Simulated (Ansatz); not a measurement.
**doublet C4H7B+: levels of theory compared**

Aim: a comparison of 5 runs (UB3LYP/6-31G*, UB3LYP/cc-pVDZ, UPBE/cc-pVDZ, USVWN5/cc-pVDZ, UMP2/cc-pVDZ) of doublet C4H7B+. 

The results are computed with Ansatz 0.2.0.

33 further runs of the same task are left out: 33 set aside as unsound or not needed. Runs told in other sessions of the task aren't counted.

## 1. Starting point

C4H7B+: 12 atoms, total charge +1, spin state doublet. As SMILES of the parent species, `C#CB(C)C`. The shape is that of a PBE0-D4/def2-TZVP optimisation. That shape belongs to the parent species and isn't relaxed for this state.

Bond lengths: C1–C2 1.208 Å, C2–B3 1.525 Å, B3–C4 1.564 Å, B3–C5 1.564 Å, C1–H6 1.066 Å, C4–H7 1.093 Å, C4–H8 1.101 Å, C4–H9 1.091 Å, C5–H10 1.101 Å, C5–H11 1.091 Å, C5–H12 1.093 Å. Some angles: C1–C2–B3 179.9°, C2–B3–C4 119.1°, C2–B3–C5 119.2°, C4–B3–C5 121.7°, C2–C1–H6 180.0°, B3–C4–H7 113.4°, B3–C4–H8 106.2°, B3–C4–H9 114.2°, B3–C5–H10 106.3°, B3–C5–H11 114.3°.

## 2. The energy at UB3LYP/6-31G(d) (Cartesian functions) (run 1)

job.yaml

```yaml
crystal:
  periodic: [false, false, false]
  atoms:
    - symbol: C
      position_ang: [-0.661600, 2.532300, 0.484500]
    - symbol: C
      position_ang: [-0.357900, 1.383300, 0.266900]
    - symbol: B
      position_ang: [0.024200, -0.067500, -0.009200]
    - symbol: C
      position_ang: [-0.665800, -1.205600, 0.811900]
    - symbol: C
      position_ang: [1.094600, -0.379000, -1.106000]
    - symbol: H
      position_ang: [-0.929800, 3.545600, 0.676300]
    - symbol: H
      position_ang: [-0.078400, -2.125800, 0.854900]
    - symbol: H
      position_ang: [-1.592200, -1.454800, 0.272500]
    - symbol: H
      position_ang: [-0.970700, -0.909700, 1.817200]
    - symbol: H
      position_ang: [2.071000, -0.357100, -0.598500]
    - symbol: H
      position_ang: [1.148800, 0.363300, -1.904000]
    - symbol: H
      position_ang: [0.995000, -1.380100, -1.532400]
basis:
  gaussian: {orbitals: "6-31G*"}
total_charge: 1
magnetization: {spin_polarized: true, initial_magnetization: 1}
hamiltonian: {xc: {name: B3LYP}}
accuracy: high
output: {orbitals: {seedname: orbitals}}
```

Run with:

```sh
$ ansatz run job.yaml --threads 1 --pin off --max-ram 2610MiB --events-out events.jsonl --progress --plain --runs-dir runs
```

The program printed:

```text
Warning: RAYON_NUM_THREADS=1 ignored (pool sized by the plan → 1); use --threads N
Functional definition: B3LYP
  name "B3LYP"
  parameter a0 = 0.2
  parameter ax = 0.72
  parameter ac = 0.81
  exchange = (1 - a0 - ax)*slater_x + ax*b88_x + a0*exact_x
  correlation = (1 - ac)*vwn_rpa_c + ac*lyp_c
2081 factors; integrals over basis functions are off by at most 3.5e-9 eV
mean field evaluation 1: about -4914.9596 eV, gradient 5.1e1 eV
mean field evaluation 2: about -4899.5228 eV, gradient 6.9e1 eV
mean field evaluation 4: about -4927.5056 eV, gradient 3.3e0 eV
mean field evaluation 8: about -4927.7435 eV, gradient 1.0e0 eV
mean field evaluation 16: about -4927.7511 eV, gradient 5.0e-3 eV
mean field evaluation 32: about -4927.7511 eV, gradient 1.6e-7 eV
mean field -4927.75109892 eV, -181.0915127355 hartree, gradient 1.6e-8 eV, S^2 0.755192; 2 other end points of the search recorded, 0 dependent functions left out
reference -4927.75113559 eV, -181.0915140833 hartree; 18, 17 occupied and 71, 72 virtual orbitals, 2081 factors
Total energy: -4927.75113559 eV, -181.0915140833 hartree
```

It took 18 s on 1 thread of Arm Neoverse V2, shared host; peak memory 0.41 GiB.

## 3. A single-point energy at UB3LYP/cc-pVDZ (run 2)

run.yaml

```yaml
crystal:
  periodic: [false, false, false]
  atoms:
    - {symbol: C, position_ang: [-0.661600, 2.532300, 0.484500]}
    - {symbol: C, position_ang: [-0.357900, 1.383300, 0.266900]}
    - {symbol: B, position_ang: [0.024200, -0.067500, -0.009200]}
    - {symbol: C, position_ang: [-0.665800, -1.205600, 0.811900]}
    - {symbol: C, position_ang: [1.094600, -0.379000, -1.106000]}
    - {symbol: H, position_ang: [-0.929800, 3.545600, 0.676300]}
    - {symbol: H, position_ang: [-0.078400, -2.125800, 0.854900]}
    - {symbol: H, position_ang: [-1.592200, -1.454800, 0.272500]}
    - {symbol: H, position_ang: [-0.970700, -0.909700, 1.817200]}
    - {symbol: H, position_ang: [2.071000, -0.357100, -0.598500]}
    - {symbol: H, position_ang: [1.148800, 0.363300, -1.904000]}
    - {symbol: H, position_ang: [0.995000, -1.380100, -1.532400]}
basis:
  gaussian:
    orbitals: cc-pVDZ
total_charge: 1
magnetization:
  spin_polarized: true
  initial_magnetization: 1
hamiltonian:
  xc: {name: B3LYP}
accuracy: high
output: {orbitals: {seedname: orbitals}}
```

Run with:

```sh
$ ansatz run run.yaml --threads 1 --pin off --max-ram 2610MiB --events-out events.jsonl --progress --plain --runs-dir runs
```

The program printed, cut to the lines that bear on the results:

```text
Warning: RAYON_NUM_THREADS=1 ignored (pool sized by the plan → 1); use --threads N
[... 7 set-up lines as earlier in the session ...]
2484 factors; integrals over basis functions are off by at most 3.4e-9 eV
mean field evaluation 1: about -4913.2057 eV, gradient 5.3e1 eV
mean field evaluation 2: about -4893.5923 eV, gradient 7.5e1 eV
mean field evaluation 4: about -4927.4598 eV, gradient 4.9e0 eV
mean field evaluation 8: about -4927.8222 eV, gradient 5.9e-1 eV
mean field evaluation 16: about -4927.8251 eV, gradient 2.4e-3 eV
mean field evaluation 32: about -4927.8251 eV, gradient 6.0e-7 eV
mean field -4927.82510110 eV, -181.0942322658 hartree, gradient 3.7e-8 eV, S^2 0.755159; 2 other end points of the search recorded, 0 dependent functions left out
reference -4927.82514381 eV, -181.0942338350 hartree; 18, 17 occupied and 87, 88 virtual orbitals, 2484 factors
Total energy: -4927.82514381 eV, -181.0942338350 hartree
```

It took 20 s on 1 thread of Arm Neoverse V2, shared host; peak memory 0.5 GiB.

Runs 3 to 4 aren't shown in full; the table further down has their settings and results.

## 4. A single-point energy at UMP2/cc-pVDZ (run 5)

molecule.yaml

```yaml
crystal:
  periodic: [false, false, false]
  atoms:
    - {symbol: C, position_ang: [-0.661600, 2.532300, 0.484500]}
    - {symbol: C, position_ang: [-0.357900, 1.383300, 0.266900]}
    - {symbol: B, position_ang: [0.024200, -0.067500, -0.009200]}
    - {symbol: C, position_ang: [-0.665800, -1.205600, 0.811900]}
    - {symbol: C, position_ang: [1.094600, -0.379000, -1.106000]}
    - {symbol: H, position_ang: [-0.929800, 3.545600, 0.676300]}
    - {symbol: H, position_ang: [-0.078400, -2.125800, 0.854900]}
    - {symbol: H, position_ang: [-1.592200, -1.454800, 0.272500]}
    - {symbol: H, position_ang: [-0.970700, -0.909700, 1.817200]}
    - {symbol: H, position_ang: [2.071000, -0.357100, -0.598500]}
    - {symbol: H, position_ang: [1.148800, 0.363300, -1.904000]}
    - {symbol: H, position_ang: [0.995000, -1.380100, -1.532400]}
basis:
  gaussian:
    orbitals: cc-pVDZ
total_charge: 1
magnetization:
  spin_polarized: true
  initial_magnetization: 1
correlation:
  method: mp2
  frozen_orbitals: {B: 1, C: 1, H: 0}
accuracy: high
```

Run with:

```sh
$ ansatz run molecule.yaml --threads 1 --pin off --max-ram 2610MiB --events-out events.jsonl --progress --plain --runs-dir runs
```

The program printed:

```text
Warning: RAYON_NUM_THREADS=1 ignored (pool sized by the plan → 1); use --threads N
Functional definition: HF
  name "HF"
  exchange = exact_x
  correlation = 0
2484 factors; integrals over basis functions are off by at most 3.4e-9 eV
mean field evaluation 1: about -4889.9333 eV, gradient 2.8e1 eV
mean field evaluation 2: about -4889.9355 eV, gradient 2.8e1 eV
mean field evaluation 4: about -4894.4729 eV, gradient 3.7e0 eV
mean field evaluation 8: about -4894.7080 eV, gradient 2.4e-1 eV
mean field evaluation 16: about -4894.7120 eV, gradient 4.8e-8 eV
mean field evaluation 32: about -4894.1958 eV, gradient 3.2e0 eV
mean field -4894.71196892 eV, -179.8773471027 hartree, gradient 4.8e-8 eV, S^2 0.766430; 6 other end points of the search recorded, 0 dependent functions left out
5 core orbitals not correlated: weight in the atoms' cores, before any rotation towards them, 1.000 or more for the frozen orbitals, at most 0.000 for the correlated occupied ones
reference -4894.71196892 eV, -179.8773471027 hartree; 13, 12 occupied and 87, 88 virtual orbitals, 2484 factors
second order -15.28016632 eV of doubles, -0.00000000 eV of singles
Total energy: -4909.99213524 eV, -180.4388828577 hartree
```

It took 12 s on 1 thread of Arm Neoverse V2, shared host; peak memory 0.38 GiB.

## 5. Overview of the runs

| run | level | Cartesian functions | frozen core orbitals | energy (Eh) | HOMO energy (eV) | LUMO energy (eV) | ⟨S²⟩ | wall time |
| --- | --- | --- | --- | --- | --- | --- | --- | --- |
| 1 | UB3LYP/6-31G* (Cartesian functions) | yes | – | -181.091514 | -14.41 | -12.04 | 0.755 | 18 s |
| 2 | UB3LYP/cc-pVDZ | no | – | -181.094234 | -14.45 | -12.13 | 0.755 | 20 s |
| 3 | UPBE/cc-pVDZ | no | – | -180.827510 | -13.40 | -12.59 | 0.753 | 18 s |
| 4 | USVWN5/cc-pVDZ | no | – | -179.304950 | -13.44 | -12.82 | 0.752 | 11 s |
| 5 | UMP2/cc-pVDZ | no | 5 | -180.438883 | – | – | 0.766 | 12 s |

## 6. Summary of results

```
                                          quantity          value
                               run 5: total energy  -180.43888 Eh
run 5: correlation energy (5 core orbitals frozen)     -561.5 mEh
          run 5: ⟨S²⟩ of the reference determinant          0.766
```

What this shows: Totals of different functionals can't be ranked against each other. All runs together took 79 s, the longest 20 s.
